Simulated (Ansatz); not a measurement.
# F₃H₅InNSi: one species, many methods

One table from this session's results is given with a row withheld; the runs are named, their logs left out.

Program: Ansatz 0.2.0, Gaussian basis. Level of theory: functionals in def2-TZVPP, the program's frozen cores in correlated methods. These are calculated values, not measurements.

Levels to be run: LDA (SPW92), PBE-D4, revPBE-D4, BLYP-D4, r2SCAN-D4, B97M-V, PBE0-D4, B3LYP-D4, r2SCANh-D4, r2SCAN0-D4, HSE06-D4, BHLYP-D4, CAM-B3LYP-D4, LC-ωPBE, ωB97X-V, ωB97M-V, B2PLYP, PBE-QIDH; CCSD(T)/def2-SVP; MP2/def2-TZVPP; MP2/def2-QZVPP; RPA on PBE.

## The geometry

An earlier PBE0-D4 in a triple-zeta def2 set relaxation fixed the geometry. In takes the def2 core potential; no spin-orbit term is included.

SMILES `[F][In-]([F])([F])[NH2+][SiH3]`, 11 atoms, charge 0, spin multiplicity 1.

Atoms are counted from 1 here; the program's logs count them from 0.

Bond lengths: F1–In2 1.945 Å, In2–F3 1.954 Å, In2–F4 1.945 Å, In2–N5 2.262 Å, N5–Si6 1.802 Å, N5–H7 1.017 Å, N5–H8 1.017 Å, Si6–H9 1.474 Å, Si6–H10 1.485 Å, Si6–H11 1.474 Å. Angles: F1–In2–F3 117.9°, F1–In2–F4 118.8°, F1–In2–N5 99.4°, F3–In2–F4 117.9°, F3–In2–N5 94.1°, F4–In2–N5 99.6°, In2–N5–Si6 113.0°, In2–N5–H7 105.8°, In2–N5–H8 105.9°, Si6–N5–H7 112.4°, Si6–N5–H8 112.4°, H7–N5–H8 106.8°, N5–Si6–H9 106.5°, N5–Si6–H10 107.8°, N5–Si6–H11 106.5°, H9–Si6–H10 110.7°, H9–Si6–H11 114.4°, H10–Si6–H11 110.7°.

Set-up of the first run:

File in.yaml:

```yaml
crystal:
  periodic: [false, false, false]
  atoms:
    - {symbol: F, position_ang: [-2.399545, -1.883236, -0.252611]}
    - {symbol: In, position_ang: [-0.466241, -1.774601, -0.066384]}
    - {symbol: F, position_ang: [0.265732, -1.495932, 1.723562]}
    - {symbol: F, position_ang: [0.653429, -2.673858, -1.378353]}
    - {symbol: N, position_ang: [-0.151981, 0.371707, -0.707313]}
    - {symbol: Si, position_ang: [0.570733, 1.395998, 0.587673]}
    - {symbol: H, position_ang: [-1.065016, 0.708556, -1.003378]}
    - {symbol: H, position_ang: [0.430610, 0.331502, -1.540201]}
    - {symbol: H, position_ang: [1.890185, 0.814187, 0.893860]}
    - {symbol: H, position_ang: [0.716881, 2.771680, 0.048784]}
    - {symbol: H, position_ang: [-0.379486, 1.377097, 1.714662]}
basis:
  gaussian: {orbitals: def2-TZVPP}
hamiltonian: {xc: lda}
output: {orbitals: {seedname: orbitals}}
```

Started as:

```bash
$ ansatz run in.yaml --threads 4 --pin off --events-out ev --progress --plain --max-ram 11315MiB
```

Among the steps run: LDA; PBE-D4 (GGA); revPBE-D4 (GGA); BLYP-D4 (GGA); r2SCAN-D4 (meta-GGA); B97M-V (meta-GGA); PBE0-D4 (hybrid); B3LYP-D4 (hybrid); r2SCANh-D4 (hybrid); r2SCAN0-D4 (hybrid); HSE06-D4 (hybrid); BHLYP-D4 (hybrid); CAM-B3LYP-D4 (range-separated); LC-ωPBE (range-separated); ωB97X-V (range-separated); ωB97M-V (range-separated); B2PLYP (double hybrid); PBE-QIDH (double hybrid).

One table of the session follows, with a row left open; its other results are not shown here.

It belongs to the step «Frontier levels by functional». 

```
  functional  HOMO (eV)  LUMO (eV)  gap (eV)
 LDA (SPW92)      -8.38      -3.15      5.23
      PBE-D4      -8.11      -2.77      5.33
   revPBE-D4      -8.00      -2.62      5.39
     BLYP-D4      -8.05      -2.76      5.29
   r2SCAN-D4      -8.56      -2.49      6.06
      B97M-V      -8.68      -2.67      6.01
     PBE0-D4      -9.87      -1.84      8.04
    B3LYP-D4      -9.63      -2.19      7.44
  r2SCANh-D4      -9.24      -2.16      7.08
  r2SCAN0-D4     -10.15      -1.67      8.48
    HSE06-D4      -9.47      -2.21      7.26
    BHLYP-D4     -11.37      -1.00     10.37
CAM-B3LYP-D4     -11.33      -0.92     10.41
     LC-ωPBE     -12.65       0.48     13.13
     ωB97X-V     -12.32       0.27     12.58
     ωB97M-V          ?          ?         ?
```

Q: Estimate the row for ωB97M-V from the others.

As computed: HOMO (eV): -12.20; LUMO (eV): 0.01; gap (eV): 12.20. In the column «HOMO (eV)» it lies between ωB97X-V (-12.32) and BHLYP-D4 (-11.37).
